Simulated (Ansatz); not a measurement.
# SnNH₅ + H₂S: a complex and its separated parts

The complex below is one end of an elementary step. How strongly is it bound against its free parts?

Program: Ansatz 0.2.0, Gaussian basis. Level of theory: PBE0-D4/def2-TZVP structures, single points in def2-TZVPP, no counterpoise correction. These are calculated values, not measurements.

Levels: SPW92, PBE-D4, BLYP-D4, r2SCAN-D4, B97M-V, PBE0-D4, B3LYP-D4, r2SCAN0-D4, BHLYP-D4, CAM-B3LYP-D4, wB97X-V, wB97M-V, B2PLYP, PBE-QIDH, RPA on PBE, Hartree-Fock, MP2, CCSD, CCSD(T).

Correlated methods freeze the cores. Filled d shells of the heavier atoms are correlated. Core potentials replace the inner electrons past krypton, and spin-orbit coupling is left out. B3LYP uses VWN-RPA correlation. B2PLYP carries no dispersion term here.

88 further runs of the same task are left out: 88 set aside as unsound or not needed.

## 1. Where the work starts

The complex: 10 atoms, charge 0, spin multiplicity 1.

Atoms are counted from 1 here; the program's logs count them from 0.

Bond lengths: Sn1–N2 2.047 Å, Sn1–H3 1.700 Å, Sn1–H4 1.714 Å, Sn1–H5 1.701 Å, N2–H8 1.013 Å, N2–H9 1.013 Å, H6–S7 1.362 Å, S7–H10 1.341 Å. Angles: N2–Sn1–H3 105.6°, N2–Sn1–H4 111.5°, N2–Sn1–H5 105.5°, H3–Sn1–H4 110.6°, H3–Sn1–H5 113.2°, H4–Sn1–H5 110.3°, Sn1–N2–H8 112.9°, Sn1–N2–H9 112.7°, H8–N2–H9 106.9°, H6–S7–H10 92.7°.

As a file:

| atom | x (Å) | y (Å) | z (Å) |
| --- | --- | --- | --- |
| Sn1 | -1.1618 | 0.9072 | -0.0269 |
| N2 | 0.4311 | 0.2123 | 1.0552 |
| H3 | -0.4925 | 1.8566 | -1.2682 |
| H4 | -2.2194 | 1.8432 | 0.9445 |
| H5 | -1.9605 | -0.4810 | -0.6003 |
| H6 | 1.4005 | -0.8927 | -0.4231 |
| S7 | 1.7825 | -1.4806 | -1.5905 |
| H8 | 0.1517 | -0.3452 | 1.8535 |
| H9 | 1.0194 | 0.9579 | 1.4078 |
| H10 | 1.0489 | -2.5777 | -1.3517 |

Its parts: SnNH₅ holds atoms 1, 2, 3, 4, 5, 8, 9; H₂S holds atoms 6, 7, 10. Each part counts its atoms afresh in its own runs.

## 2. Relaxing SnNH₅ alone

Input file relax-a/in.yaml:

```yaml
crystal:
  periodic: [false, false, false]
  atoms:
    - {symbol: Sn, position_ang: [-1.161788, 0.907244, -0.026893]}
    - {symbol: N, position_ang: [0.431132, 0.212279, 1.055189]}
    - {symbol: H, position_ang: [-0.492510, 1.856573, -1.268156]}
    - {symbol: H, position_ang: [-2.219391, 1.843168, 0.944462]}
    - {symbol: H, position_ang: [-1.960468, -0.481025, -0.600286]}
    - {symbol: H, position_ang: [0.151720, -0.345238, 1.853475]}
    - {symbol: H, position_ang: [1.019434, 0.957876, 1.407816]}
basis:
  gaussian: {orbitals: def2-TZVP}
hamiltonian: {xc: pbe0, dispersion: d4}
relax: {f_tol: 0.005, max_steps: 200}
```

Started as:

```bash
$ ansatz run in.yaml --threads 4 --pin off --events-out ev --progress --plain --max-ram 9574MiB
```

Further steps of the session: Relaxing H₂S alone; SPW92/def2-TZVPP; PBE-D4/def2-TZVPP; BLYP-D4/def2-TZVPP; r2SCAN-D4/def2-TZVPP; B97M-V/def2-TZVPP; PBE0-D4/def2-TZVPP; B3LYP-D4/def2-TZVPP; r2SCAN0-D4/def2-TZVPP; BHLYP-D4/def2-TZVPP; CAM-B3LYP-D4/def2-TZVPP; wB97X-V/def2-TZVPP; wB97M-V/def2-TZVPP; B2PLYP/def2-TZVPP; PBE-QIDH/def2-TZVPP; RPA on PBE/def2-TZVPP; CCSD(T)/def2-TZVPP; Vibrations of SnNH₅; Vibrations of H₂S.

Q: Predict the outcome of this session. Wanted: complex less parts, CCSD(T)/def2-TZVPP; with zero-point energy; largest T1 diagnostic.

As calculated:

| quantity | value |
| --- | --- |
| complex less parts, CCSD(T)/def2-TZVPP | -3.8 kcal/mol |
| with zero-point energy | -2.4 kcal/mol |
| largest T1 diagnostic | 0.013 |

What this shows: At CCSD(T) the complex lies 3.8 kcal/mol below its parts. PBE-QIDH is the best functional here (-0.1 kcal/mol from CCSD(T)); SPW92 is the worst (-4.3 kcal/mol). By rung, the mean size of the error is: LDA 4.3, GGA 1.7, meta-GGA 0.6, hybrid 0.9, range-separated hybrid 0.4, double hybrid 0.4 kcal/mol. PBE-D4 gives a relative energy 2.0 kcal/mol too low, outside chemical accuracy (1 kcal/mol). No counterpoise was applied, and triple zeta lacks some correlation, so the CCSD(T) reference has a basis error of its own, and close matches with it are partly luck.
